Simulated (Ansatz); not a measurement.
# AlH2Br (SMILES [AlH2][Br]): levels of theory compared

We compute a comparison of 6 runs (BHLYP/STO-3G, HSE06/STO-3G, UPBE0/STO-3G, UMP2/STO-3G, CCSDT(Q)/STO-3G, CCSD/STO-3G) of AlH2Br. 

The results are computed with Ansatz 0.2.0.

58 further runs of the same task are left out: 7 that didn't finish, 51 set aside as unsound or not needed.

## (1) The system as given

AlH2Br has 4 atoms, charge 0, and is taken as a singlet. As SMILES, `[AlH2][Br]`. The Br2–Al1 distance was set to 3.385 Å, away from the relaxed value. At this shape a bond of the SMILES string is far longer than usual.

Bond lengths: Al1–H3 1.576 Å, Al1–H4 1.576 Å. Angles: H3–Al1–H4 124.9°.

## (2) A single-point energy at BHLYP/STO-3G (run 1)

run.yaml

```yaml
crystal:
  periodic: [false, false, false]
  atoms:
    - {symbol: Al, position_ang: [-1.064863, -0.345339, -0.705276]}
    - {symbol: Br, position_ang: [1.684900, 0.496600, 1.079700]}
    - {symbol: H, position_ang: [-1.478163, -1.865439, -0.734176]}
    - {symbol: H, position_ang: [-1.836263, 0.812061, -1.445376]}
basis:
  gaussian: {orbitals: STO-3G}
hamiltonian: {xc: {name: BHLYP}}
accuracy: high
```

The run is started by

```bash
$ ansatz run run.yaml --threads 1 --pin off --max-ram 2610MiB --events-out events.jsonl --progress --plain --runs-dir runs
```

What it wrote:

```text
Warning: RAYON_NUM_THREADS=1 ignored (pool sized by the plan → 1); use --threads N
Functional definition: BHLYP
  name "BHLYP"
  parameter a = 0.5
  exchange = (1 - a)*b88_x + a*exact_x
  correlation = lyp_c
380 factors; integrals over basis functions are off by at most 3.4e-8 eV
mean field evaluation 1: about -75827.2444 eV, gradient 1.7e1 eV
mean field evaluation 2: about -75807.0828 eV, gradient 6.7e1 eV
mean field evaluation 4: about -75830.0730 eV, gradient 1.4e0 eV
mean field evaluation 8: about -75830.0702 eV, gradient 2.6e-2 eV
mean field evaluation 16: about -75830.0702 eV, gradient 1.4e-7 eV
mean field -75830.07016671 eV, -2786.7036791590 hartree, gradient 1.1e-8 eV, S^2 0.000000; 0 other end points of the search recorded, 0 dependent functions left out
reference -75830.07018682 eV, -2786.7036798981 hartree; 25, 25 occupied and 4, 4 virtual orbitals, 380 factors
Total energy: -75830.07018682 eV, -2786.7036798981 hartree
```

Run time: 1.3 s. Hardware: 1 thread of Arm Neoverse V1, shared host; peak memory 0.098 GiB.

## (3) The energy at HSE06/STO-3G (run 2)

run.yaml

```yaml
basis:
  gaussian: {orbitals: STO-3G}
crystal:
  periodic: [false, false, false]
  atoms:
    - symbol: Al
      position_ang: [-1.064863, -0.345339, -0.705276]
    - symbol: Br
      position_ang: [1.684900, 0.496600, 1.079700]
    - symbol: H
      position_ang: [-1.478163, -1.865439, -0.734176]
    - symbol: H
      position_ang: [-1.836263, 0.812061, -1.445376]
hamiltonian: {xc: {name: HSE06}}
accuracy: high
```

The run is started by

```bash
$ ansatz run run.yaml --threads 1 --pin off --max-ram 2610MiB --events-out events.jsonl --progress --plain --runs-dir runs
```

What it wrote:

```text
Warning: RAYON_NUM_THREADS=1 ignored (pool sized by the plan → 1); use --threads N
Functional definition: HSE06
  name "HSE06"
  parameter a = 0.25
  parameter omega = 0.11/bohr
  exchange = pbe_x - a*pbe_x_sr(omega) + a*exact_x_sr(omega)
  correlation = pbe_c
380 factors; integrals over basis functions are off by at most 3.4e-8 eV
59 factors; integrals over basis functions are off by at most 1.2e-9 eV
mean field evaluation 1: about -75814.2841 eV, gradient 2.1e1 eV
mean field evaluation 2: about -75722.4978 eV, gradient 4.5e1 eV
mean field evaluation 4: about -75812.7150 eV, gradient 2.4e1 eV
mean field evaluation 8: about -75817.8761 eV, gradient 3.0e-1 eV
mean field evaluation 16: about -75817.8490 eV, gradient 1.8e-6 eV
mean field -75817.84896920 eV, -2786.2545584342 hartree, gradient 1.5e-8 eV, S^2 0.000000; 0 other end points of the search recorded, 0 dependent functions left out
reference -75817.84897106 eV, -2786.2545585026 hartree; 25, 25 occupied and 4, 4 virtual orbitals, 380 factors
Total energy: -75817.84897106 eV, -2786.2545585026 hartree
```

It took 1.6 s on 1 thread of Arm Neoverse V1, shared host; peak memory 0.099 GiB.

Runs 3 to 5 aren't shown in full; the table further down has their settings and results.

## (4) The energy at CCSD/STO-3G (run 6)

job.yaml

```yaml
crystal:
  periodic: [false, false, false]
  atoms:
    - {symbol: Al, position_ang: [-1.064863, -0.345339, -0.705276]}
    - {symbol: Br, position_ang: [1.684900, 0.496600, 1.079700]}
    - {symbol: H, position_ang: [-1.478163, -1.865439, -0.734176]}
    - {symbol: H, position_ang: [-1.836263, 0.812061, -1.445376]}
basis:
  gaussian:
    orbitals: STO-3G
scf:
  omitted_lower_state_checks: [cluster_reference, increment]
accuracy: high
correlation:
  method: ccsd
  frozen_orbitals: {Al: 5, Br: 9, H: 0}
```

The run is started by

```bash
$ ansatz run job.yaml --threads 1 --pin off --max-ram 2610MiB --events-out events.jsonl --progress --plain --runs-dir runs
```

What it wrote, shortened:

```text
Warning: RAYON_NUM_THREADS=1 ignored (pool sized by the plan → 1); use --threads N
Functional definition: HF
  name "HF"
[...]
380 factors; integrals over basis functions are off by at most 3.4e-8 eV
[...]
mean field -75775.95144119 eV, -2784.7148526791 hartree, gradient 2.1e-8 eV, S^2 0.000000; 0 other end points of the search recorded, 0 dependent functions left out; unrestricted orbitals would lower it
14 core orbitals not correlated: weight in the atoms' cores, before any rotation towards them, 0.999 or more for the frozen orbitals, at most 0.001 for the correlated occupied ones
reference -75775.95144119 eV, -2784.7148526791 hartree; 11, 11 occupied and 4, 4 virtual orbitals, 380 factors
second order -1.23239319 eV of doubles, -0.00000000 eV of singles
cycle   1  -1.51769881 eV  change   -2.9e-1 eV  update   1.3e-1
[...]
cycle  27  -1.94101925 eV  change    1.1e-9 eV  update  5.1e-10
Total energy: -75777.89246044 eV, -2784.7861838207 hartree
Checks for a lower state left out: cluster_reference, increment
```

It took 0.3 s on 1 thread of Arm Neoverse V1, shared host.

## (5) All runs side by side

| run | level | frozen core orbitals | energy (Eh) | wall time |
| --- | --- | --- | --- | --- |
| 1 | BHLYP/STO-3G | – | -2786.703680 | 1.3 s |
| 2 | HSE06/STO-3G | – | -2786.254559 | 1.6 s |
| 3 | UPBE0/STO-3G | – | -2786.259758 | 4.5 s |
| 4 | UMP2/STO-3G | 14 | -2784.757678 | 0.94 s |
| 5 | CCSDT(Q)/STO-3G | 14 | -2784.788379 | 0.64 s |
| 6 | CCSD/STO-3G | 14 | -2784.786184 | 0.3 s |

## (6) Summary of results

| quantity | value |
| --- | --- |
| run 6: total energy | -2784.78618 Eh |
| run 6: correlation energy (14 core orbitals frozen) | -71.3 mEh |
| run 6: T1 diagnostic | 0.037 |

Totals of different functionals can't be ranked against each other. In run 6 the T1 diagnostic is large, so a single reference may not serve. In runs 5, 6 the log says that unrestricted orbitals would lower the reference, so the values rest on an unstable closed-shell determinant (other closed-shell runs at this shape may share the fault). In runs 1, 2, 3, 4, 5, 6 the basis is minimal, so the values are rough. Spin contamination of the reference: run 4 ⟨S²⟩ = 0.64, run 3 ⟨S²⟩ = 0.12. Where it is this large, the reference is a mixture of spin states, and values that rest on it are in doubt. All runs together took 9.3 s, the longest 4.5 s.
